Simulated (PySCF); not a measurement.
# W₃: relaxation and vibrations of the quintet

Where does quintet W₃ go from a equilateral triangle start, is the end point a minimum, and what are its modes, charges and moments?

The runs use PySCF 2.14.0; PBE0, basis W def2-TZVP with ECP60, scalar-relativistic core potentials, no spin–orbit coupling, density fitting.

## (1) The system as given

3 atoms, charge 0, spin multiplicity 5.

Bond lengths: W1–W2 2.740 Å, W1–W3 2.740 Å, W2–W3 2.740 Å. Angles: W2–W1–W3 60.0°, W1–W2–W3 60.0°, W1–W3–W2 60.0°.

```xyz
3
charge 0 multiplicity 5
W     0.0000    1.5819    0.0000
W     1.3700   -0.7910    0.0000
W    -1.3700   -0.7910    0.0000
```

## (2) Finding the electronic state

The steps below are one call of a driver around PySCF. For each, scf.py gives the equivalent set-up of the SCF; relaxations use the driver's own optimiser. After this first run the driver tries any further starts and a stability analysis.

scf.py reads:

```python
from pyscf import gto, scf, dft
mol = gto.M(atom='''
W      0.000000     1.581900     0.000000
W      1.370000    -0.791000     0.000000
W     -1.370000    -0.791000     0.000000''',
    basis={'W': 'def2-TZVP'},
    ecp={'W': 'def2-TZVP'},
    charge=0, spin=4)
mf = dft.UKS(mol, xc='PBE0')
mf.grids.atom_grid = (50, 194)
aux = {'W': 'def2-universal-JKFIT'}
mf = mf.density_fit(auxbasis=aux)
mf.conv_tol = 1e-08
mf.diis_space = 10
mf.max_cycle = 60
mf.init_guess = 'minao'
mf.verbose = 4
mf.kernel()
```

Run with:

```console
OMP_NUM_THREADS=4 python axn.py task.json out
```

The program printed, shortened:

```text
[... the frontier levels of the middle cycles are left out ...]
init E= -145.228296817118
[... the frontier-level lines of each cycle are left out ...]
cycle= 1 E= -200.382645016002  delta_E= -55.2  |g|= 0.992  |ddm|= 8.24
cycle= 2 E= -195.249745320578  delta_E= 5.13  |g|=  2.9  |ddm|= 5.46
cycle= 3 E= -195.606087703826  delta_E= -0.356  |g|= 2.39  |ddm|= 5.47
cycle= 4 E= -200.242963215608  delta_E= -4.64  |g|= 1.13  |ddm|= 2.53
cycle= 5 E= -200.232798443981  delta_E= 0.0102  |g|= 1.11  |ddm|= 0.437
cycle= 6 E= -199.967202719227  delta_E= 0.266  |g|= 1.34  |ddm|= 0.251
cycle= 7 E= -199.571072546824  delta_E= 0.396  |g|= 1.58  |ddm|= 0.289
cycle= 8 E= -199.49883611993  delta_E= 0.0722  |g|= 1.62  |ddm|= 0.175
cycle= 9 E= -199.57845404306  delta_E= -0.0796  |g|= 1.57  |ddm|= 0.0573
cycle= 10 E= -199.588305733117  delta_E= -0.00985  |g|= 1.57  |ddm|= 0.0519
cycle= 11 E= -199.555526728499  delta_E= 0.0328  |g|= 1.58  |ddm|= 0.0653
cycle= 12 E= -199.441240910328  delta_E= 0.114  |g|= 1.64  |ddm|= 0.0928
cycle= 13 E= -199.493140091786  delta_E= -0.0519  |g|= 1.61  |ddm|= 0.0469
cycle= 14 E= -200.565484350232  delta_E= -1.07  |g|= 0.788  |ddm|= 1.41
[... 46 cycles left out ...]
SCF not converged.
init E= -145.228296817118
[... 66 cycles left out ...]
cycle= 67 E= -200.8349910643  delta_E= -0.00468  |g|= 0.0364  |ddm|= 0.0655
cycle= 68 E= -200.83935900515  delta_E= -0.00437  |g|= 0.0336  |ddm|= 0.061
cycle= 69 E= -200.844580988918  delta_E= -0.00522  |g|= 0.0308  |ddm|= 0.0763
cycle= 70 E= -200.850596491104  delta_E= -0.00602  |g|= 0.0286  |ddm|= 0.0953
cycle= 71 E= -200.856203188407  delta_E= -0.00561  |g|= 0.0292  |ddm|=  0.1
cycle= 72 E= -200.859456885119  delta_E= -0.00325  |g|= 0.0212  |ddm|= 0.0606
cycle= 73 E= -200.862827609448  delta_E= -0.00337  |g|= 0.0258  |ddm|= 0.0825
cycle= 74 E= -200.865677022407  delta_E= -0.00285  |g|= 0.023  |ddm|= 0.07
cycle= 75 E= -200.867520575089  delta_E= -0.00184  |g|= 0.0222  |ddm|= 0.0497
cycle= 76 E= -200.869004187976  delta_E= -0.00148  |g|= 0.0242  |ddm|= 0.0441
cycle= 77 E= -200.870063621624  delta_E= -0.00106  |g|= 0.0209  |ddm|= 0.0294
cycle= 78 E= -200.870785317315  delta_E= -0.000722  |g|= 0.0185  |ddm|= 0.0221
cycle= 79 E= -200.871333836697  delta_E= -0.000549  |g|= 0.0165  |ddm|= 0.0206
cycle= 80 E= -200.871773918551  delta_E= -0.00044  |g|= 0.0167  |ddm|= 0.0142
SCF not converged.
macro= 0  E= -200.908984781622  delta_E= -0.0372109  |g|= 0.0252364  4 KF 25 JK
macro= 1  E= -200.919458294745  delta_E= -0.0104735  |g|= 0.0220893  4 KF 20 JK
macro= 2  E= -200.920334175212  delta_E= -0.00087588  |g|= 8.59133e-05  5 KF 24 JK
macro= 3  E= -200.920334175218  delta_E= -5.68434e-12  |g|= 3.32903e-05  1 KF 2 JK
macro X = 4  E=-200.920334175218  |g|= 3.32903e-05  total 15 KF 76 JK
converged SCF energy = -200.920334175218  <S^2> = 8.8581812  2S+1 = 6.0359527
```

This step, with its further starts and checks, took 2.3 min on 4 threads, shared host.

Energies from each starting density:

| start | energy (Eh) |
| --- | --- |
| the minimal-basis guess | -200.920334 |
| a thermally smeared density | -200.872304 |
| a smeared PBE density | -200.872305 |

Where DIIS stalls, the driver goes on with a level shift of 0.3 Eh and then with a second-order solver.

No lower solution of this spin turned up from the other starts or in the test of internal stability.

## (3) Relaxing the quintet from the equilateral triangle start

The program finds D3h symmetry in the start, which this walk keeps. Threshold on the gradient: 0.0003 Eh/bohr, with a further test on the energy change.

scf.py: that of step 2 with these lines changed.

```diff
@@ -3,3 +3,3 @@
-W      0.000000     1.581900     0.000000
-W      1.370000    -0.791000     0.000000
-W     -1.370000    -0.791000     0.000000''',
+W     -0.000003     1.581937    -0.000000
+W      1.369999    -0.790966     0.000000
+W     -1.369996    -0.790971    -0.000000''',
@@ -16 +15,0 @@
-mf.init_guess = 'minao'
```

Energy and gradient, step by step:

| step | energy (Eh) | change (kJ/mol) | largest symmetric gradient (Eh/bohr) |
| --- | --- | --- | --- |
| 0 | -200.920334 | 0.00 | 0.06586 |
| 1 | -200.943144 | -59.89 | 0.06749 |
| 2 | -200.966841 | -122.10 | 0.06812 |
| 3 | -200.989986 | -182.87 | 0.05750 |
| 4 | -200.999199 | -207.06 | 0.01568 |
| 5 | -200.999668 | -208.29 | 0.00357 |
| 6 | -200.999696 | -208.36 | 0.00014 |
| 7 | -200.999696 | -208.36 | 0.00000 |

The walk took 72 s.

Geometry (Å) and forces (eV/Å) at some steps, with the part that breaks the symmetry left in:

```
step 0
W    0.000   1.582   0.000   0.189  -3.720   0.000
W    1.370  -0.791   0.000  -2.738   2.023   0.000
W   -1.370  -0.791   0.000   2.550   1.697   0.000
step 1
W    0.000   1.522   0.000   0.186  -4.047   0.000
W    1.318  -0.761   0.000  -2.599   2.184   0.000
W   -1.318  -0.761   0.000   2.413   1.862   0.000
step 4
W    0.000   1.332   0.000  -0.004  -0.724   0.000
W    1.154  -0.666   0.000   2.026   0.359   0.000
W   -1.154  -0.666   0.000  -2.022   0.365   0.000
step 7
W    0.000   1.344   0.000  -0.003  -1.500   0.000
W    1.164  -0.672   0.000   1.300   0.748   0.000
W   -1.164  -0.672   0.000  -1.298   0.752   0.000
```

End point (D3h, 7 steps, 208.4 kJ/mol gained): W–W 2.327 Å (×3); W–W–W 60.0° (×3). A gradient of 0.0292 Eh/bohr that breaks the symmetry is left: this electronic state wants a lower symmetry.

## (4) Releasing the symmetry

The geometry is nudged along the force that breaks the symmetry.

The program finds C2v symmetry in the start, which may break. Threshold on the gradient: 0.0003 Eh/bohr, with a further test on the energy change.

scf.py: that of step 3 with these lines changed.

```diff
@@ -3,3 +3,3 @@
-W     -0.000003     1.581937    -0.000000
-W      1.369999    -0.790966     0.000000
-W     -1.369996    -0.790971    -0.000000''',
+W      0.000631     1.276968    -0.000000
+W      1.213306    -0.639084     0.000000
+W     -1.213938    -0.637884     0.000000''',
```

Steps of the walk:

| step | energy (Eh) | change (kJ/mol) | largest gradient (Eh/bohr) |
| --- | --- | --- | --- |
| 0 | -201.004109 | 0.00 | 0.01356 |
| 1 | -201.004341 | -0.61 | 0.00233 |
| 2 | -201.004348 | -0.63 | 0.00016 |
| 3 | -201.004348 | -0.63 | 0.00009 |

The walk took 28 s.

After 3 steps and 0.6 kJ/mol it ends at C2v: W–W 2.283 Å (×2), W–W 2.431 Å; W–W–W 57.8° (×2), W–W–W 64.3°.

## (5) Hessian and properties

On the finer grid the gradient is checked again; gradients at displacements of ±0.02 bohr then give force constants and infrared intensities.

scf.py: that of step 4 with these lines changed.

```diff
@@ -3,3 +3,3 @@
-W      0.000631     1.276968    -0.000000
-W      1.213306    -0.639084     0.000000
-W     -1.213938    -0.637884     0.000000''',
+W      0.000721     1.288237    -0.000000
+W      1.215027    -0.644799     0.000000
+W     -1.215747    -0.643439     0.000000''',
@@ -10 +10 @@
-mf.grids.atom_grid = (50, 194)
+mf.grids.atom_grid = (75, 302)
@@ -13 +13 @@
-mf.conv_tol = 1e-08
+mf.conv_tol = 1e-10
```

This SCF starts from the last density.

SCF at the final geometry:

```text
init E= -201.004554837406
[... the frontier-level lines of each cycle are left out ...]
cycle= 1 E= -201.004554837229  delta_E= 1.77e-10  |g|= 2.01e-05  |ddm|= 1.7e-05
cycle= 2 E= -201.004554830352  delta_E= 6.88e-09  |g|= 0.000123  |ddm|= 9.79e-05
cycle= 3 E= -201.00455483742  delta_E= -7.07e-09  |g|= 3.02e-06  |ddm|= 8.41e-05
cycle= 4 E= -201.004554837422  delta_E= -1.53e-12  |g|= 2.35e-06  |ddm|= 3.59e-06
Extra cycle  E= -201.004554837336  delta_E= 8.56e-11  |g|= 1.38e-05  |ddm|= 1.13e-05
converged SCF energy = -201.004554837336  <S^2> = 6.0203299  2S+1 = 5.0081254
```

The whole step took 1.7 min.

Geometry: C2v; W–W 2.283 Å (×2), W–W 2.431 Å; W–W–W 57.8° (×2), W–W–W 64.3°.

Modes, for the most abundant isotopes:

```csv
symmetry,ω (cm⁻¹),IR (km/mol)
b2,105,23.8
a1,188,0.6
a1,321,0.0
```

Every mode is real; the point is a minimum.

Properties at this point:

| Item | Value |
| --- | --- |
| Dipole moment | 0.82 D |
| Highest occupied level | -4.06 eV |
| Lowest empty level | -2.64 eV |
| Rotational constants | 0.03681, 0.03102, 0.01683 cm⁻¹ |
| Zero-point energy | 3.7 kJ/mol |
| Principal polarisabilities | 136.7, 167.7, 196.3 bohr³ |
| Atomisation energy without zero-point energy | 721 kJ/mol |
| Principal traceless quadrupole moments about the centre of mass | -7.83, 3.07, 4.77 D Å |
| Entropy at 298.15 K and 1 bar (electronic part: spin only) | 353.0 J/(mol K) |
| Heat capacity Cp at 298.15 K | 56.0 J/(mol K) |
| Enthalpy at 298.15 K above 0 K | 14.37 kJ/mol |
| Rotational symmetry number | 2 |
| Spin squared ⟨S²⟩ | 6.020 |

Charges (e) and bond orders:

```json
{"atom": "W1", "Mulliken": "0.08", "Löwdin": "0.03", "polar tensor": "-0.54", "spin (Mulliken)": "0.88", "Mayer order to W1": "–"}
{"atom": "W2,3", "Mulliken": "-0.04", "Löwdin": "-0.01", "polar tensor": "0.27", "spin (Mulliken)": "1.56", "Mayer order to W1": "2.63"}
```

Outer orbital energies (eV). α occupied: -6.98, -6.72, -6.47, -5.80, -5.27, -4.96, -4.69, -4.06; empty: -1.91, -1.65, -1.65, -1.43. β occupied: -42.07, -8.32, -7.12, -6.61, -6.44, -6.10, -5.39, -4.72; empty: -2.64, -2.27, -2.15, -1.07.

Mulliken populations on W1 (outside its core potential): s 3.16, p 6.23, d 4.50, f 0.04.

## (6) Real-space pictures of the lowest minimum

The plane holds W1 at (0.00, 0.00), W2 at (2.28, 0.00), W3 at (0.99, 2.06) Å. Columns run from x = -1.95 to 4.65 Å, rows from y = 4.35 (top) to -1.95 Å, in steps of 0.3 Å. Electrons inside core potentials are absent.

Density (cut at 5 e/Å³):

Ten steps from '0' (0.000 e/Å³) to '9' (5.000 e/Å³), finer at the low end (step k begins (100^(k/10) - 1)/99 of the way up):
```
00000000000000000000000
00000000000000000000000
00000000011110000000000
00000011122211000000000
00000112344432100000000
00001224577753210000000
00011236899974210000000
00012347982985321000000
00012347950995321100000
00112346999985432100000
00122356788765432110000
01123456666666554211000
01234688765567876421000
01246999976679998532100
01258922986699089742100
01258922986799089642100
01246999976679998531000
00124688654557876321000
00123454433344543210000
00011222222233332100000
00001111111122211000000
00000001111111110000000
```

ELF (0 where the density is under 0.005 e/Å³):

Ten even steps from '0' (0.00) to '9' (0.85):
```
00000000001121000000000
00000111011222200000000
00003221111233211000000
00344421111233211000000
00555532123332211000000
04666544567752111000000
05666546999972111000000
45666546930883111100000
45666535900883222110000
44556544898974432110000
34434454566544432111100
33321234543344431111110
33211367545435763211211
33336899844459998532221
33358900964487039743332
32248900975587039732332
22125999845469998422221
11113787325436885111110
11112442125534542101110
11222332135654442110000
01223332345666553210000
00123333345666654210000
```

Electrostatic potential (cut at 20 V):

Ten steps from '0' (-0.72 V) to '9' (20.00 V), finer at the low end (step k begins (100^(k/10) - 1)/99 of the way up):
```
33333444555554444333333
33334455556555444333333
22334456666665544433333
22234566777776554433333
22234567899987654433333
11124578999998754433333
10124689999999764433333
00014689999999764333333
00013689999999764433333
11124689999999765444333
23345679999998776654443
34567899999999998765544
45679999998899999876544
56789999999999999987654
56799999999999999987654
56799999999999999987655
56799999999999999987655
56789999997899999987655
55678899876678998876554
45567777654456777665554
44555665542234556555544
44445544321013444544444
```

Values on the line from W1 (at 0) through W2 (at 2.283 Å):

| distance (Å) | density (e/Å³) | ELF | electrostatic potential (V) | spin density (e/Å³) |
| --- | --- | --- | --- | --- |
| -0.80 | 1.83 | 0.717 | 37.1 | 0.0498 |
| 0.91 | 1.34 | 0.419 | 24.9 | 0.0403 |
| 1.14 | 0.998 | 0.42 | 16.6 | 0.0252 |
| 1.37 | 1.33 | 0.425 | 24.9 | 0.0404 |
| 3.08 | 1.84 | 0.724 | 37.3 | 0.0535 |
| 3.31 | 0.57 | 0.474 | 17.4 | 0.0143 |
| 3.54 | 0.207 | 0.315 | 9.36 | 0.00885 |

Making the fields took 2.4 s on 4 threads, shared host.

## (7) Summary of results

```
                                          quantity                                                         value
                                           minimum                                                  quintet, C2v
                                          geometry  W–W 2.283 Å (×2), W–W 2.431 Å; W–W–W 57.8° (×2), W–W–W 64.3°
                                wavenumbers (cm⁻¹)                                  105 (b2), 188 (a1), 321 (a1)
                                     dipole moment                                                        0.82 D
highest occupied, lowest empty level (either spin)                                               -4.06, -2.64 eV
                         polar-tensor charge of W1                                                       -0.54 e
                                 zero-point energy                                                    3.7 kJ/mol
                               entropy at 298.15 K                                               353.0 J/(mol K)
         atomisation energy (no zero-point energy)                                                    721 kJ/mol
                                              ⟨S²⟩                                                         6.020
```

The equilateral triangle start (D3h) ends in a minimum of C2v symmetry. In the infrared the band at 105 cm⁻¹ (b2) leads. Other starts or spin states, not run here, may lie lower. One determinant may miss the lowest occupation of an open d or f shell. Spin–orbit coupling, left out here, can matter for elements this heavy.

The search up to here took 5.7 min.
